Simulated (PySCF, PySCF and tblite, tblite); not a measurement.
# C6H10Si: a path driven as a shift of bonds, and NMR exchange

Aim: the barrier and rate of a shift of bonds in C6H10Si (`C[SiH2]C1C=CC=C1`), and what it does to NMR lines.

Computed with tblite 0.8.0 (tight binding) and PySCF 2.14.0 (DFT, with response routines of our own); each step states its level. Atoms count from 0 throughout.

## Step 1: The molecule as given

17 atoms, charge 0, multiplicity 1; geometry from: force field or distance geometry start.

Bonds of the start (Å): C0–H7 1.09, C0–H8 1.10, C0–H9 1.10, C0–Si1 1.85, C2–C3 1.52, C2–C6 1.53, C2–H12 1.10, C3–C4 1.33, C3–H13 1.09, C4–C5 1.45, C4–H14 1.08, C5–C6 1.34, C5–H15 1.07, C6–H16 1.07, Si1–C2 1.87, Si1–H10 1.49, Si1–H11 1.50.

## Step 2: GFN2-xTB relaxation, start minimum

Job settings and geometry (Å):

```
{"job": {"xc": "GFN2-xTB", "basis": "xTB", "kind": "relax"}, "charge": 0, "multiplicity": 1}
C      2.153000     0.686600    -0.234600
Si     1.379400    -0.985500    -0.060400
C     -0.484700    -0.919000     0.108100
C     -1.004400    -0.078400     1.256400
C     -1.834000     0.866700     0.825000
C     -1.960200     0.767400    -0.614700
C     -1.201500    -0.245800    -1.060100
H      3.238900     0.622600    -0.317500
H      1.925600     1.318400     0.632000
H      1.766000     1.197000    -1.122900
H      1.747800    -1.827100    -1.228100
H      1.950400    -1.661500     1.152200
H     -0.875900    -1.938700     0.219000
H     -0.746700    -0.253600     2.300200
H     -2.355200     1.606700     1.423000
H     -2.580000     1.414100    -1.202100
H     -1.125500    -0.558000    -2.085400
```

Run with:

```console
$ OMP_NUM_THREADS=1 python ens_run.py task.json out
```

The driver reads the study from task.json and runs its stages one after another.

Standard output:

```text
step      E/eV     max force
  0    -533.88960    2.076
  1    -533.97483    0.740
  2    -533.98805    0.385
  3    -533.99335    0.218
  4    -533.99963    0.168
  5    -534.00394    0.223
  6    -534.00772    0.161
  7    -534.01027    0.138
  8    -534.01244    0.108
  9    -534.01446    0.145
 10    -534.01628    0.153
 11    -534.01798    0.117
 12    -534.01968    0.128
 13    -534.02132    0.118
 14    -534.02275    0.086
 15    -534.02398    0.086
 16    -534.02524    0.105
 17    -534.02668    0.106
 18    -534.02822    0.095
 19    -534.02969    0.084
 20    -534.03109    0.099
 21    -534.03264    0.109
 22    -534.03457    0.127
 23    -534.03691    0.120
 24    -534.03935    0.111
 25    -534.04136    0.099
 26    -534.04272    0.072
 27    -534.04357    0.067
 28    -534.04426    0.075
 29    -534.04506    0.087
 30    -534.04599    0.076
 31    -534.04692    0.091
 32    -534.04781    0.080
 33    -534.04869    0.089
 34    -534.04958    0.082
 35    -534.05044    0.057
 36    -534.05129    0.070
 37    -534.05234    0.086
 38    -534.05397    0.130
 39    -534.05624    0.145
 40    -534.05845    0.107
 41    -534.05988    0.078
 42    -534.06060    0.050
 43    -534.06113    0.060
 44    -534.06166    0.059
 45    -534.06200    0.042
 46    -534.06223    0.045
 47    -534.06240    0.032
 48    -534.06262    0.027
 49    -534.06271    0.019
 50    -534.06279    0.019
 51    -534.06282    0.013
 52    -534.06283    0.005
 53    -534.06284    0.005
 54    -534.06284    0.005
 55    -534.06284    0.004
 56    -534.06284    0.003
 57    -534.06284    0.003
```

Run time: 0.6 s. Hardware: 1 thread of Arm Neoverse N1, shared host.

The energy fell by 0.173 eV, and the atoms moved 0.24 Å (root mean square).

## Step 3: Relaxed scan, to the middle

Job settings and geometry (Å):

```
{"job": {"xc": "GFN2-xTB", "basis": "xTB", "coordinate": [["d", [12, 2], 1], ["d", [12, 6], -1]], "kind": "drive"}, "charge": 0, "multiplicity": 1}
C      1.921519     0.780811    -0.219917
Si     1.322324    -1.007023    -0.044712
C     -0.599813    -1.049917     0.124711
C     -0.978643    -0.186502     1.261279
C     -1.589485     0.919397     0.794123
C     -1.712568     0.819322    -0.633007
C     -1.177082    -0.347957    -1.039300
H      3.002130     0.821134    -0.316595
H      1.642134     1.376367     0.644568
H      1.490837     1.256551    -1.096417
H      1.683873    -1.801916    -1.226334
H      1.890330    -1.637349     1.154803
H     -0.889980    -2.093216     0.223127
H     -0.755790    -0.424857     2.285519
H     -1.950375     1.750209     1.375190
H     -2.177060     1.565888    -1.253622
H     -1.129350    -0.728914    -2.043323
```

Standard output:

```text
point  coordinate     E/eV
  0     -0.969     -534.01718
  1     -0.838     -533.88944
  2     -0.701     -533.69178
  3     -0.553     -533.44107
  4     -0.390     -533.16268
  5     -0.198     -532.92553
  6     -0.001     -532.84133
```

Wall time 2.7 s (1 thread of Arm Neoverse N1, shared host).

The highest point is number 6, 27.1 kcal/mol above the first.

## Step 4: Relaxed scan, from the middle, back

Job settings and geometry (Å):

```
{"job": {"xc": "GFN2-xTB", "basis": "xTB", "coordinate": [["d", [12, 2], 1], ["d", [12, 6], -1]], "kind": "drive"}, "charge": 0, "multiplicity": 1}
C      2.503625     0.578525    -0.219146
Si     1.471480    -0.997482    -0.001797
C     -0.317004    -0.460444     0.143300
C     -0.939729     0.152365     1.247338
C     -2.133461     0.727818     0.854313
C     -2.323536     0.528267    -0.508910
C     -1.255790    -0.215628    -1.007274
H      3.562054     0.357756    -0.319461
H      2.380050     1.240573     0.633811
H      2.190698     1.127020    -1.103815
H      1.598110    -1.874625    -1.176590
H      1.882704    -1.734759     1.199028
H     -1.122317    -1.311343    -0.363404
H     -0.534487     0.158704     2.242602
H     -2.812516     1.258351     1.498433
H     -3.159787     0.879300    -1.086404
H     -1.021605    -0.387043    -2.043607
```

Standard output:

```text
point  coordinate     E/eV
  0     -0.173     -532.90517
  1     -0.341     -533.08937
  2     -0.494     -533.33913
  3     -0.626     -533.56516
  4     -0.753     -533.77250
  5     -0.870     -533.92422
  6     -0.981     -534.02771
  7     -1.084     -534.06029
```

It took 2.6 s on 1 thread of Arm Neoverse N1, shared host.

## Step 5: Relaxed scan, from the middle, on

job is that of step 4.

Standard output:

```text
point  coordinate     E/eV
  0      0.173     -532.90804
  1      0.340     -533.09678
  2      0.491     -533.33352
  3      0.623     -533.55731
  4      0.744     -533.73806
  5      0.862     -533.87443
  6      0.974     -533.95424
  7      1.080     -533.97352
```

Wall time 1.9 s (1 thread of Arm Neoverse N1, shared host).

## Step 6: Nudged elastic band, leg 1

Job settings and geometry (Å):

```
{"job": {"xc": "GFN2-xTB", "basis": "xTB", "kind": "neb"}, "charge": 0, "multiplicity": 1}
C      1.918815     0.774995    -0.217156
Si     1.312131    -1.011869    -0.060210
C     -0.608300    -1.046998     0.130138
C     -0.970133    -0.174442     1.265299
C     -1.579994     0.931842     0.797735
C     -1.718998     0.823178    -0.627267
C     -1.194184    -0.349429    -1.032138
H      2.996165     0.809575    -0.346199
H      1.670823     1.354178     0.667735
H      1.465087     1.271702    -1.070020
H      1.657413    -1.792627    -1.255913
H      1.890210    -1.660655     1.124655
H     -0.902020    -2.088377     0.238002
H     -0.735943    -0.406953     2.288366
H     -1.930614     1.768205     1.377203
H     -2.186337     1.568016    -1.247635
H     -1.158591    -0.736591    -2.034384
```

Standard output:

```text
image   E - E0 / eV
  0       0.0000
  1       0.0589
  2       0.2115
  3       1.0040
  4       0.0887
  5       0.0790
  6       0.0733
```

Wall time 9.8 s (1 thread of Arm Neoverse N1, shared host); peak memory 0.2 GiB.

The run did not converge, so its numbers are no properties of the molecule.

## Step 7: Saddle search, leg 1

Job settings and geometry (Å):

```
{"job": {"xc": "GFN2-xTB", "basis": "xTB", "kind": "saddle"}, "charge": 0, "multiplicity": 1}
C      2.505478     0.576916    -0.218465
Si     1.473333    -0.999092    -0.001116
C     -0.315150    -0.462053     0.143981
C     -0.937876     0.150756     1.248019
C     -2.131608     0.726209     0.854995
C     -2.321682     0.526658    -0.508229
C     -1.253936    -0.217237    -1.006593
H      3.563908     0.356147    -0.318779
H      2.381904     1.238964     0.634492
H      2.192552     1.125411    -1.103134
H      1.599964    -1.876234    -1.175909
H      1.884558    -1.736368     1.199710
H     -1.120463    -1.312952    -0.362723
H     -0.532634     0.157095     2.243284
H     -2.810663     1.256742     1.499115
H     -3.157933     0.877691    -1.085723
H     -1.019751    -0.388652    -2.042926
```

Standard output:

```text
step      E/eV     max force
  0    -532.84133   0.0466
  1    -532.84451   0.0390
  2    -532.84471   0.0145
  3    -532.84475   0.0040
lowest wavenumbers (cm-1): -1093.4 27.3 99.1 115.8 186.9 242.8
```

It took 3.9 s on 1 thread of Arm Neoverse N1, shared host; peak memory 0.2 GiB.

Point group C1; 1 imaginary mode, 1093i cm⁻¹, carried by H12, C6, C2. It was not shown to link both ends.

## Step 8: Saddle search, leg 1

Job settings and geometry (Å):

```
{"job": {"xc": "GFN2-xTB", "basis": "xTB", "kind": "saddle"}, "charge": 0, "multiplicity": 1}
C      2.531668     0.506529    -0.181559
Si     1.459000    -1.026346     0.060004
C     -0.258298    -0.292420     0.134527
C     -0.906742     0.227027     1.216110
C     -2.195591     0.688698     0.864767
C     -2.441936     0.395231    -0.446529
C     -1.258619    -0.217712    -1.017721
H      3.573591     0.234099    -0.288969
H      2.445780     1.202415     0.648028
H      2.220530     1.030306    -1.079690
H      1.550719    -1.891583    -1.125889
H      1.932858    -1.758515     1.242163
H     -1.187874    -1.319817    -0.716763
H     -0.385984     0.430533     2.122919
H     -2.778091     1.301930     1.523241
H     -3.396069     0.504314    -0.945536
H     -0.904939    -0.014690    -2.009103
```

Standard output:

```text
step      E/eV     max force
  0    -533.05872   2.4787
  1    -533.27140   1.8823
  2    -533.45511   1.3651
  3    -533.58787   1.1085
  4    -533.68926   0.8376
  5    -533.75102   0.6423
  6    -533.83731   0.4695
  7    -533.90094   0.4076
  8    -533.93979   0.3591
  9    -533.95943   0.1858
 10    -533.96864   0.1896
 11    -533.97517   0.1052
 12    -533.97539   0.0916
 13    -533.97545   0.0428
 14    -533.97577   0.0170
 15    -533.97585   0.0377
 16    -533.97597   0.0228
 17    -533.97601   0.0102
 18    -533.97601   0.0108
 19    -533.97602   0.0022
lowest wavenumbers (cm-1): -25.9 96.7 119.3 192.0 220.6 346.3
```

Wall time 7.4 s (1 thread of Arm Neoverse N1, shared host); peak memory 0.2 GiB.

Point group C1; 1 imaginary mode, 26i cm⁻¹, carried by C0, C3, C6, Si1. It was not shown to link both ends.

## Step 9: DFT refinement, start: PBE0-D3(BJ)/def2-SVP

Job settings and geometry (Å):

```
{"job": {"xc": "PBE0", "basis": "def2-SVP", "kind": "refine"}, "charge": 0, "multiplicity": 1}
C      1.921519     0.780811    -0.219917
Si     1.322324    -1.007023    -0.044712
C     -0.599813    -1.049917     0.124711
C     -0.978643    -0.186502     1.261279
C     -1.589485     0.919397     0.794123
C     -1.712568     0.819322    -0.633007
C     -1.177082    -0.347957    -1.039300
H      3.002130     0.821134    -0.316595
H      1.642134     1.376367     0.644568
H      1.490837     1.256551    -1.096417
H      1.683873    -1.801916    -1.226334
H      1.890330    -1.637349     1.154803
H     -0.889980    -2.093216     0.223127
H     -0.755790    -0.424857     2.285519
H     -1.950375     1.750209     1.375190
H     -2.177060     1.565888    -1.253622
H     -1.129350    -0.728914    -2.043323
```

Standard output:

```text
step      E/eV     max force
  0    -14244.45816   1.0790
  1    -14244.53809   0.1465
  2    -14244.53992   0.0403
  3    -14244.54016   0.0100
```

It took 93 s on 1 thread of Arm Neoverse N1, shared host; peak memory 0.62 GiB.

Gain 0.082 eV; displacement 0.03 Å root mean square.

**DFT refinement, saddle of leg 1: PBE0-D3(BJ)/def2-SVP**

Job settings and geometry (Å):

```
{"job": {"xc": "PBE0", "basis": "def2-SVP", "kind": "refine"}, "charge": 0, "multiplicity": 1}
C      2.568166     0.569014    -0.202327
Si     1.467951    -0.965042    -0.019424
C     -0.321435    -0.425535     0.129385
C     -0.944101     0.185137     1.235089
C     -2.160894     0.718843     0.854148
C     -2.368020     0.493197    -0.502563
C     -1.286241    -0.225169    -1.007939
H      3.615541     0.295369    -0.292337
H      2.469820     1.225094     0.657970
H      2.298679     1.144489    -1.083731
H      1.583626    -1.822808    -1.209795
H      1.849869    -1.733212     1.172749
H     -1.114528    -1.306656    -0.347124
H     -0.524098     0.217042     2.223934
H     -2.847469     1.230058     1.505637
H     -3.224997     0.808493    -1.069735
H     -1.061869    -0.408312    -2.043939
```

Standard output:

```text
step      E/eV     max force
  0    -14243.30857   0.9842
  1    -14243.39566   0.1705
  2    -14243.39917   0.0461
  3    -14243.39867   0.1073
  4    -14243.39953   0.0234
  5    -14243.39968   0.0379
  6    -14243.39976   0.0293
  7    -14243.39903   0.0650
  8    -14243.39975   0.0323
  9    -14243.39986   0.0212
 10    -14243.39988   0.0180
 11    -14243.39986   0.0151
 12    -14243.39984   0.0153
 13    -14243.39985   0.0213
 14    -14243.39880   0.0976
 15    -14243.39985   0.0353
 16    -14243.39990   0.0146
```

Run time: 6.2 min. Hardware: 1 thread of Arm Neoverse N1, shared host; peak memory 0.62 GiB.

Relaxing gained 0.091 eV and moved the atoms by 0.12 Å on average (rms).

## Step 10: DFT refinement, end: PBE0-D3(BJ)/def2-SVP

Job settings and geometry (Å):

```
{"job": {"xc": "PBE0", "basis": "def2-SVP", "kind": "refine"}, "charge": 0, "multiplicity": 1}
C      2.546339     0.297441    -0.762411
Si     1.510503    -0.814630     0.379481
C     -0.269333    -0.237456     0.343307
C     -1.124223    -0.095906     1.377380
C     -2.409533     0.360907     0.908606
C     -2.363705     0.504868    -0.423612
C     -1.003507     0.140386    -0.911939
H      3.595356     0.019314    -0.727828
H      2.473937     1.342688    -0.474432
H      2.222207     0.216922    -1.796391
H      1.598264    -2.202220    -0.105586
H      2.021622    -0.743589     1.753262
H     -1.034680    -0.689687    -1.620627
H     -0.898145    -0.289139     2.411313
H     -3.253323     0.548679     1.549195
H     -3.154617     0.829918    -1.074997
H     -0.518697     0.975367    -1.421937
```

Standard output:

```text
step      E/eV     max force
  0    -14244.34530   1.0546
  1    -14244.41649   0.3054
  2    -14244.42375   0.1611
  3    -14244.42566   0.1217
  4    -14244.42655   0.1328
  5    -14244.40864   0.4465
  6    -14244.42834   0.0320
  7    -14244.42890   0.0425
  8    -14244.42945   0.0356
  9    -14244.42974   0.0298
 10    -14244.42985   0.0135
```

Wall time 4.1 min (1 thread of Arm Neoverse N1, shared host); peak memory 0.62 GiB.

Relaxing gained 0.085 eV and moved the atoms by 0.22 Å on average (rms).

## Step 11: Shieldings, start: PBE0/pcSseg-1

Job settings and geometry (Å):

```
{"job": {"kind": "nmr", "xc": "PBE0", "basis": "pcSseg-1", "pop": false}, "charge": 0, "multiplicity": 1}
C      1.915593     0.783003    -0.222394
Si     1.297784    -0.975328    -0.043785
C     -0.615618    -1.058710     0.126157
C     -0.984708    -0.197790     1.275417
C     -1.594184     0.923098     0.803151
C     -1.717600     0.824063    -0.638215
C     -1.183889    -0.357583    -1.050187
H      3.012733     0.792582    -0.312486
H      1.631949     1.385150     0.652928
H      1.487858     1.256226    -1.118199
H      1.684991    -1.798488    -1.233732
H      1.890959    -1.627314     1.167159
H     -0.850997    -2.132519     0.220203
H     -0.751668    -0.426739     2.316171
H     -1.936227     1.767723     1.403421
H     -2.166116     1.583223    -1.281030
H     -1.127859    -0.728567    -2.074488
```

Standard output:

```text
coarse grid: 14344 points
cycle   1  E = -523.5800070466  dE =  7.782e-01  |g| = 4.554e-01  |ddm| = 3.682e+00
cycle   2  E = -523.5587017294  dE =  2.131e-02  |g| = 5.409e-01  |ddm| = 9.480e-01
cycle   3  E = -523.6355585621  dE = -7.686e-02  |g| = 4.323e-02  |ddm| = 5.718e-01
cycle   4  E = -523.6357307650  dE = -1.722e-04  |g| = 3.582e-02  |ddm| = 7.936e-02
cycle   5  E = -523.6360609420  dE = -3.302e-04  |g| = 7.866e-03  |ddm| = 3.872e-02
cycle   6  E = -523.6360757746  dE = -1.483e-05  |g| = 1.715e-03  |ddm| = 8.512e-03
cycle   7  E = -523.6360765240  dE = -7.494e-07  |g| = 2.711e-04  |ddm| = 1.682e-03
final grid: 132896 points
cycle   8  E = -523.6771777772  dE = -2.958e-05  |g| = 7.536e-03  |ddm| = 3.136e-02
cycle   9  E = -523.6771709742  dE =  6.803e-06  |g| = 9.200e-03  |ddm| = 1.555e-02
cycle  10  E = -523.6771929365  dE = -2.196e-05  |g| = 3.238e-04  |ddm| = 8.636e-03
cycle  11  E = -523.6771929557  dE = -1.919e-08  |g| = 1.176e-04  |ddm| = 4.678e-04
cycle  12  E = -523.6771929580  dE = -2.294e-09  |g| = 6.932e-05  |ddm| = 1.663e-04
cycle  13  E = -523.6771929592  dE = -1.233e-09  |g| = 1.548e-05  |ddm| = 7.925e-05
cycle  14  E = -523.6771929592  dE = -6.071e-11  |g| = 3.529e-06  |ddm| = 1.753e-05
converged SCF energy = -523.6771929592

GIAO shielding tensors (ppm)
atom      isotropic    diamagn.    paramagn.     s11        s22        s33       span
  0 C      199.085     253.601     -54.516    195.684    195.975    205.595      9.911
  1 Si     392.917     879.920    -487.003    352.006    404.126    422.618     70.611
  2 C      134.164     254.532    -120.369    112.499    139.825    150.167     37.668
  3 C       43.641     255.799    -212.158    -58.923     33.757    156.088    215.011
  4 C       46.042     253.259    -207.217    -53.403     42.156    149.373    202.776
  5 C       46.049     253.256    -207.207    -53.385     42.154    149.379    202.764
  6 C       43.642     255.809    -212.167    -58.947     33.772    156.101    215.048
  7 H       31.806      28.219       3.587     26.757     27.904     40.758     14.001
  8 H       31.662      31.181       0.481     25.573     31.889     37.525     11.952
  9 H       31.656      31.163       0.493     25.580     31.836     37.551     11.971
 10 H       26.922      29.297      -2.375     23.703     24.619     32.444      8.741
 11 H       26.925      29.300      -2.375     23.696     24.627     32.452      8.757
 12 H       27.438      30.189      -2.751     23.505     24.833     33.976     10.471
 13 H       24.628      32.039      -7.411     23.205     24.276     26.404      3.199
 14 H       24.398      30.745      -6.346     22.842     23.347     27.006      4.164
 15 H       24.400      30.747      -6.347     22.843     23.347     27.008      4.165
 16 H       24.629      32.043      -7.415     23.209     24.271     26.406      3.197
```

Run time: 33 s. Hardware: 1 thread of Arm Neoverse N1, shared host; peak memory 0.85 GiB.

This run: HOMO -6.41 eV, LUMO -0.53 eV; dipole 0.51 D.

## Step 12: Shieldings, saddle of leg 1: PBE0/pcSseg-1

Job settings and geometry (Å):

```
{"job": {"kind": "nmr", "xc": "PBE0", "basis": "pcSseg-1", "pop": false}, "charge": 0, "multiplicity": 1}
C      2.590981     0.551478    -0.282506
Si     1.471119    -0.923407     0.022590
C     -0.317048    -0.391824     0.144069
C     -0.987973     0.127504     1.279236
C     -2.202756     0.691788     0.880970
C     -2.362418     0.542095    -0.502365
C     -1.230062    -0.121493    -1.006079
H      3.645323     0.242023    -0.350491
H      2.495654     1.280064     0.537000
H      2.317302     1.057147    -1.221075
H      1.591753    -1.901512    -1.105730
H      1.853365    -1.611589     1.294037
H     -1.110434    -1.272328    -0.405234
H     -0.620319     0.051276     2.303104
H     -2.944456     1.125398     1.553881
H     -3.226060     0.848346    -1.091921
H     -0.963970    -0.294966    -2.049486
```

Standard output:

```text
coarse grid: 14344 points
cycle   1  E = -523.5335659412  dE =  8.890e-01  |g| = 4.723e-01  |ddm| = 3.725e+00
cycle   2  E = -523.5056738430  dE =  2.789e-02  |g| = 5.759e-01  |ddm| = 1.101e+00
cycle   3  E = -523.5944141683  dE = -8.874e-02  |g| = 6.794e-02  |ddm| = 6.669e-01
cycle   4  E = -523.5952314782  dE = -8.173e-04  |g| = 4.014e-02  |ddm| = 1.075e-01
cycle   5  E = -523.5956597239  dE = -4.282e-04  |g| = 4.877e-03  |ddm| = 4.734e-02
cycle   6  E = -523.5956654355  dE = -5.712e-06  |g| = 1.299e-03  |ddm| = 6.775e-03
final grid: 132896 points
cycle   7  E = -523.6356538465  dE = -3.177e-05  |g| = 7.647e-03  |ddm| = 3.344e-02
cycle   8  E = -523.6356462010  dE =  7.645e-06  |g| = 9.483e-03  |ddm| = 1.677e-02
cycle   9  E = -523.6356695611  dE = -2.336e-05  |g| = 9.520e-04  |ddm| = 9.248e-03
cycle  10  E = -523.6356697700  dE = -2.089e-07  |g| = 3.326e-04  |ddm| = 1.268e-03
cycle  11  E = -523.6356697995  dE = -2.956e-08  |g| = 5.417e-05  |ddm| = 4.138e-04
cycle  12  E = -523.6356698003  dE = -7.540e-10  |g| = 1.717e-05  |ddm| = 1.114e-04
converged SCF energy = -523.6356698003

GIAO shielding tensors (ppm)
atom      isotropic    diamagn.    paramagn.     s11        s22        s33       span
  0 C      188.615     253.526     -64.912    183.337    185.950    196.557     13.220
  1 Si     398.628     881.079    -482.451    371.795    403.939    420.150     48.355
  2 C       92.984     258.879    -165.895     18.232     95.335    165.385    147.153
  3 C       54.434     250.965    -196.530    -34.111     41.346    156.069    190.179
  4 C       41.389     255.227    -213.838    -54.391     22.898    155.659    210.050
  5 C       57.332     253.791    -196.459    -25.551     36.400    161.147    186.698
  6 C       90.768     253.885    -163.117     17.015    107.042    148.247    131.232
  7 H       31.142      27.520       3.622     26.853     27.255     39.317     12.464
  8 H       31.024      30.795       0.229     26.134     29.649     37.289     11.154
  9 H       31.072      30.986       0.087     26.036     29.902     37.278     11.242
 10 H       26.685      29.189      -2.504     23.139     25.599     31.316      8.177
 11 H       26.507      29.087      -2.580     23.048     25.002     31.471      8.424
 12 H       27.268      25.594       1.675     15.120     24.930     41.755     26.634
 13 H       24.421      32.160      -7.739     21.097     24.607     27.559      6.462
 14 H       23.740      30.205      -6.465     21.498     24.274     25.448      3.950
 15 H       24.370      30.439      -6.069     21.446     24.922     26.741      5.296
 16 H       25.496      31.857      -6.361     21.786     26.952     27.750      5.963
```

Wall time 32 s (1 thread of Arm Neoverse N1, shared host); peak memory 0.77 GiB.

This run: HOMO -6.47 eV, LUMO 0.26 eV; dipole 0.71 D.

[end of part 1 of 2]
